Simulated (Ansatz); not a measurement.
# AsF (triplet): from Hartree-Fock to the top rungs, cc-pVDZ

An exercise on one series of results from a longer session: the logs are not shown, and one member is left open.

Method: cc-pVDZ, core rule «outside noble gas», up to 15 orbitals frozen; program: Ansatz 0.2.0, Gaussian basis.

Plan: UHF; CCSD(T) on ROHF; CCSD(T) on UHF; BCCD(T) on ROHF; CISD as a restricted active space (open shells left free, so some higher excitations enter); CCSDT(Q) on ROHF; CCSDT(Q) on UHF; CASSCF and MRCISD+Q, 12 electrons in 8 orbitals; CASSCF and MRCISD+Q(relaxed), 12 electrons in 8 orbitals; CASSCF and NEVPT2, 12 electrons in 8 orbitals.

16 further runs of the same task are left out: 7 that didn't finish, 9 set aside as unsound or not needed. Runs told in other sessions of the task aren't counted.

### What is computed

The geometry is a PBE0/def2-TZVP stationary point (not a proven minimum). No spin-orbit coupling is included. The filled d shell of As may be among the frozen orbitals whatever the setting's name suggests.

2 atoms, charge 0, spin multiplicity 3.

Atoms are counted from 1 here; the program's logs count them from 0.

Bond lengths: F1–As2 1.741 Å.

Geometry (Å):

```
F     0.00000    0.00000    0.00000
As    0.00000    0.00000    1.74120
```

The first run:

File in.yaml:

```yaml
crystal:
  periodic: [false, false, false]
  atoms:
    - {symbol: F, position_ang: [0.000000, 0.000000, 0.000000]}
    - {symbol: As, position_ang: [0.000000, 0.000000, 1.741200]}
basis:
  gaussian: {orbitals: cc-pVDZ}
magnetization: {spin_polarized: true, initial_magnetization: 2}
hamiltonian: {xc: hf}
output: {orbitals: {seedname: orbitals}}
```

The run is started by

```console
ansatz run in.yaml --threads 1 --pin off --events-out ev --progress --plain --max-ram 2393MiB
```

Among the steps run: UHF; CCSD(T) on ROHF; CCSD(T) on UHF; BCCD(T) on ROHF; CISD as a restricted active space (open shells left free, so some higher excitations enter); CCSDT(Q) on ROHF; CCSDT(Q) on UHF; CASSCF and MRCISD+Q, 12 electrons in 8 orbitals; CASSCF and MRCISD+Q(relaxed), 12 electrons in 8 orbitals; CASSCF and NEVPT2, 12 electrons in 8 orbitals.

One of the session's tables, all rows but one given; the rest of the session is left out.

```
                   method  from UCCSDT(Q) (kcal/mol)
                     ROHF                    +176.87
                      UHF                    +173.67
                     RMP2                     +12.68
                     UMP2                          ?
                    RCCSD                      +4.27
                    UCCSD                      +4.07
                 RCCSD(T)                      +0.93
                 UCCSD(T)                      +0.76
                  BCCD(T)                      +0.84
                   RCCSDT                      +0.60
                   UCCSDT                      +0.42
                RCCSDT(Q)                      +0.26
                UCCSDT(Q)                          0
           CASSCF valence                    +157.37
           NEVPT2 valence                     +23.72
           MRCISD valence                     +11.51
         MRCISD+Q valence                      +1.63
MRCISD+Q(relaxed) valence                      +0.73
```

Q: Estimate the row for UMP2 from the others.

The run gave: from UCCSDT(Q) (kcal/mol): +12.94. In the column «from UCCSDT(Q) (kcal/mol)» it lies between RMP2 (+12.68) and NEVPT2 valence (+23.72).

Not comparable, so not listed: CISD as a restricted active space (open shells left free, so some higher excitations enter) (they don't share determinant, frozen orbitals or solution with the rows shown, or repeat one).

Caveats from the session: Restricted and unrestricted rows rest on different reference determinants; a gap between their highest levels can come from leftover correlation error, from unlike frozen cores or from another state.
